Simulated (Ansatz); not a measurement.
# Cl3H3OZr: the cost of one run

Method: PBE0-D4/def2-SVP; program: Ansatz 0.2.0, Gaussian basis.

23 further runs of the same task are left out: 1 that didn't finish, 22 set aside as unsound or not needed.

## (1) The starting structure

The first end: 8 atoms, charge 0, spin multiplicity 1.

Atoms are counted from 1 here; the program's logs count them from 0.

Bond lengths: Zr1–O2 1.878 Å, Zr1–Cl3 2.335 Å, Zr1–Cl4 2.338 Å, Zr1–Cl5 2.338 Å, O2–H8 0.954 Å, H6–H7 0.747 Å. Angles: O2–Zr1–Cl3 108.7°, O2–Zr1–Cl4 109.6°, O2–Zr1–Cl5 109.6°, Cl3–Zr1–Cl4 109.2°, Cl3–Zr1–Cl5 109.2°, Cl4–Zr1–Cl5 110.5°, Zr1–O2–H8 179.1°.

Coordinates:

| atom | x (Å) | y (Å) | z (Å) |
| --- | --- | --- | --- |
| Zr1 | 0.0098 | -0.3065 | -0.9748 |
| O2 | 1.0704 | -0.9823 | 0.4199 |
| Cl3 | 0.5343 | -1.4580 | -2.9375 |
| Cl4 | -2.2499 | -0.6343 | -0.4727 |
| Cl5 | 0.4617 | 1.9675 | -1.2741 |
| H6 | -0.4446 | 1.6145 | 1.9800 |
| H7 | -0.9833 | 1.1164 | 2.1208 |
| H8 | 1.6015 | -1.3172 | 1.1384 |

The second end:

| atom | x (Å) | y (Å) | z (Å) |
| --- | --- | --- | --- |
| Zr1 | -0.5929 | 0.2058 | -0.5592 |
| O2 | 1.2126 | -0.1235 | 0.8826 |
| Cl3 | 0.2424 | -1.8699 | -1.3560 |
| Cl4 | -2.7844 | 0.2064 | -1.3415 |
| Cl5 | 0.3756 | 2.1733 | -1.3531 |
| H6 | 1.0086 | -0.0547 | 1.8201 |
| H7 | -1.1835 | 0.3908 | 1.1754 |
| H8 | 1.7217 | -0.9281 | 0.7317 |

## (2) The band at PBE0-D4/def2-SVP

neb/in.yaml

```yaml
crystal:
  periodic: [false, false, false]
  atoms:
    - {symbol: Zr, position_ang: [0.009770, -0.306530, -0.974808]}
    - {symbol: O, position_ang: [1.070441, -0.982285, 0.419921]}
    - {symbol: Cl, position_ang: [0.534272, -1.458049, -2.937467]}
    - {symbol: Cl, position_ang: [-2.249857, -0.634275, -0.472698]}
    - {symbol: Cl, position_ang: [0.461726, 1.967490, -1.274133]}
    - {symbol: H, position_ang: [-0.444625, 1.614466, 1.980007]}
    - {symbol: H, position_ang: [-0.983252, 1.116430, 2.120793]}
    - {symbol: H, position_ang: [1.601525, -1.317247, 1.138386]}
basis:
  gaussian: {orbitals: def2-SVP}
hamiltonian: {xc: pbe0, dispersion: d4}
neb:
  images: 5
  climbing: true
  max_iterations: 40
  initial_path: idpp
  final_atoms:
    - {symbol: Zr, position_ang: [-0.592923, 0.205819, -0.559213]}
    - {symbol: O, position_ang: [1.212606, -0.123528, 0.882610]}
    - {symbol: Cl, position_ang: [0.242411, -1.869938, -1.356046]}
    - {symbol: Cl, position_ang: [-2.784377, 0.206360, -1.341478]}
    - {symbol: Cl, position_ang: [0.375551, 2.173296, -1.353064]}
    - {symbol: H, position_ang: [1.008577, -0.054669, 1.820089]}
    - {symbol: H, position_ang: [-1.183510, 0.390798, 1.175423]}
    - {symbol: H, position_ang: [1.721663, -0.928138, 0.731679]}
```

Command:

```bash
$ ansatz run in.yaml --threads 8 --pin off --events-out ev --progress --plain --max-ram 19148MiB
```

**Question.** How long does this run take on 8 threads of Arm Neoverse V1, shared host?

About 2.4 min.
